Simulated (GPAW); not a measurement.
The system is NiMoIrPdW.

```
Ni Mo Pd Ir W
1.0
     4.11705    0.00000    0.00000
    -2.05853    3.56547    0.00000
     0.00000    0.00000    5.44580
Ni Mo Pd Ir W
1 1 1 1 1
Cartesian
  0.0000 0.0000 5.2157
  2.0585 1.1885 5.2367
  2.0585 1.1885 2.5211
  0.0000 2.3770 3.9521
  0.0000 2.3770 1.2875
```

The cell was built by a generator and needn't be a form met in nature.

Base run:

- Program: GPAW 26.7.0
- Functional: r2SCAN
- Potentials or basis: GPAW PAW data sets (gpaw-data 1.2.1)
- Cutoff: 600 eV
- Basis: pw
- k mesh: 5 × 5 × 4
- Occupations: fermi-dirac, width 0.05 eV
- Spin: collinear spin, ferromagnetic start
- Starting moments: [1.0, 1.0, 0.0, 0.6, 0.0] μB

Its results: pressure -3.6 GPa; net moment 0.00 μB per cell; largest force 0.235 eV/Å.

Task: The run is repeated on the same cell with these changes: functional from r2SCAN to TPSS. What comes out?

Result: Pressure -4.5 GPa; net moment 0.00 μB per cell; largest force 0.233 eV/Å.

Caveats: the stock nickel data set gives pressures a few GPa off other programs; the PAW data sets were made with another functional, which shifts forces and pressure a little.

Not every run made on this cell is shown here.
